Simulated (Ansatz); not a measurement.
# Si₃Ge₃H₁₂: a ladder of functionals and wavefunction methods

How much do the methods differ for Si₃Ge₃H₁₂? The plan is to run it at one geometry with functionals of several rungs and with coupled cluster, and see how far each lands from CCSD(T) at the basis-set limit for the atomisation energy.

Computed with Ansatz 0.2.0, Gaussian basis. Level: functionals in def2-TZVPP, the program's frozen cores in correlated methods.

Plan: LDA (SPW92), PBE-D4, revPBE-D4, BLYP-D4, r2SCAN-D4, B97M-V, PBE0-D4, B3LYP-D4, r2SCANh-D4, r2SCAN0-D4, HSE06-D4, BHLYP-D4, CAM-B3LYP-D4, LC-ωPBE, ωB97X-V, ωB97M-V, B2PLYP, PBE-QIDH; CCSD(T)/def2-SVP; CCSD(T)/def2-TZVPP; MP2/def2-QZVPP; extrapolation to the limit; RPA on PBE.

## (1) Structure used throughout

An earlier PBE0-D4 in a triple-zeta def2 set relaxation fixed the geometry.

SMILES `[SiH2]1[GeH2][SiH2][GeH2][SiH2][GeH2]1`, 18 atoms, charge 0, spin multiplicity 1.

Atoms are counted from 1 here; the program's logs count them from 0.

Bond lengths: Si1–Ge2 2.380 Å, Si1–Ge6 2.386 Å, Si1–H7 1.489 Å, Si1–H8 1.490 Å, Ge2–Si3 2.387 Å, Ge2–H9 1.542 Å, Ge2–H10 1.540 Å, Si3–Ge4 2.387 Å, Si3–H11 1.489 Å, Si3–H12 1.489 Å, Ge4–Si5 2.380 Å, Ge4–H13 1.542 Å, Ge4–H14 1.540 Å, Si5–Ge6 2.387 Å, Si5–H15 1.490 Å, Si5–H16 1.489 Å, Ge6–H17 1.541 Å, Ge6–H18 1.541 Å. Angles: Ge2–Si1–Ge6 108.4°, Ge2–Si1–H7 112.0°, Ge2–Si1–H8 108.5°, Ge6–Si1–H7 110.8°, Ge6–Si1–H8 108.9°, H7–Si1–H8 108.3°, Si1–Ge2–Si3 108.6°, Si1–Ge2–H9 108.5°, Si1–Ge2–H10 112.1°, Si3–Ge2–H9 108.9°, Si3–Ge2–H10 110.8°, H9–Ge2–H10 107.8°, Ge2–Si3–Ge4 109.9°, Ge2–Si3–H11 109.4°, Ge2–Si3–H12 109.9°, Ge4–Si3–H11 109.9°, Ge4–Si3–H12 109.4°, H11–Si3–H12 108.4° and more.

## (2) LDA

This LDA is Slater exchange with PW92 correlation.

Contents of in.yaml:

```yaml
crystal:
  periodic: [false, false, false]
  atoms:
    - {symbol: Si, position_ang: [0.071496, 2.120010, -0.542491]}
    - {symbol: Ge, position_ang: [1.837437, 1.018821, 0.612904]}
    - {symbol: Si, position_ang: [2.009991, -1.214105, -0.211832]}
    - {symbol: Ge, position_ang: [-0.155342, -2.035828, -0.788507]}
    - {symbol: Si, position_ang: [-1.747985, -1.107029, 0.717160]}
    - {symbol: Ge, position_ang: [-2.002429, 1.211404, 0.211387]}
    - {symbol: H, position_ang: [0.106255, 3.594292, -0.339965]}
    - {symbol: H, position_ang: [0.216908, 1.845075, -1.999369]}
    - {symbol: H, position_ang: [1.487335, 0.972177, 2.113653]}
    - {symbol: H, position_ang: [3.179071, 1.760686, 0.465013]}
    - {symbol: H, position_ang: [2.894093, -1.230888, -1.409718]}
    - {symbol: H, position_ang: [2.611528, -2.094050, 0.827728]}
    - {symbol: H, position_ang: [-0.502297, -1.571571, -2.217166]}
    - {symbol: H, position_ang: [-0.175564, -3.575867, -0.775829]}
    - {symbol: H, position_ang: [-1.221527, -1.242632, 2.104119]}
    - {symbol: H, position_ang: [-3.058522, -1.809171, 0.644718]}
    - {symbol: H, position_ang: [-2.472804, 1.971558, 1.466431]}
    - {symbol: H, position_ang: [-3.077634, 1.387109, -0.878227]}
basis:
  gaussian: {orbitals: def2-TZVPP}
hamiltonian: {xc: lda}
output: {orbitals: {seedname: orbitals}}
```

The runs that follow: PBE-D4 (GGA); revPBE-D4 (GGA); BLYP-D4 (GGA); r2SCAN-D4 (meta-GGA); B97M-V (meta-GGA); PBE0-D4 (hybrid); B3LYP-D4 (hybrid); r2SCANh-D4 (hybrid); r2SCAN0-D4 (hybrid); HSE06-D4 (hybrid); BHLYP-D4 (hybrid); CAM-B3LYP-D4 (range-separated); LC-ωPBE-D4 (range-separated); ωB97X-V (range-separated); ωB97M-V (range-separated); B2PLYP (double hybrid); PBE-QIDH (double hybrid); CCSD(T) in def2-SVP; CCSD(T) in def2-TZVPP; MP2 in def2-QZVPP; RPA on PBE orbitals.

**Question.** What will the summary of the whole plan be? Wanted: atomisation energy, CCSD(T)/CBS; farthest beyond LDA; mean size of error, GGA; mean size of error, meta-GGA; mean size of error, hybrid; mean size of error, range-separated; mean size of error, double hybrid; gap, smallest and largest; T1 diagnostic.

As calculated:

```
                               quantity                                                             value
        atomisation energy, CCSD(T)/CBS                                                     5098.4 kJ/mol
 functionals within 51.0 kJ/mol (1.0 %)  r2SCAN-D4, B97M-V, r2SCANh-D4, r2SCAN0-D4, CAM-B3LYP-D4, ωB97X-V
                    farthest beyond LDA                                         revPBE-D4 (-167.3 kJ/mol)
                mean size of error, GGA                                                      133.7 kJ/mol
           mean size of error, meta-GGA                                                       23.4 kJ/mol
             mean size of error, hybrid                                                       60.4 kJ/mol
    mean size of error, range-separated                                                       66.7 kJ/mol
      mean size of error, double hybrid                                                      109.7 kJ/mol
              gap, smallest and largest                         5.09 eV (LDA (SPW92)), 11.45 eV (LC-ωPBE)
                          T1 diagnostic                                                            0.0128
triples share of the correlation energy                                                             3.8 %
```

The LDA atomisation energy is off by 544.4 kJ/mol (11 %): it overbinds. PBE-D4 misses by -88.7 kJ/mol. Double hybrids carry the basis error of their MP2 part in triple zeta, and no dispersion term here, so their miss is partly the set-up's. By mean error the best rung here is meta-GGA (23.4 kJ/mol) and the worst beyond LDA is GGA (133.7 kJ/mol). Misses under about 51.0 kJ/mol are within the doubt on the reference itself, which lacks core-valence correlation, relativity and higher excitations, and its outer-core shells are covered unevenly. Hartree-Fock recovers 74 % of the binding; the rest is correlation. CCSD(T) in def2-SVP is off by -378.7 kJ/mol, worse than the median functional, from the basis alone. The gap grows from 5.1 to 11.4 eV across the functionals, mostly with the share of exact exchange. Correlated methods include outer-core shells of Ge, which these sets cover unevenly.
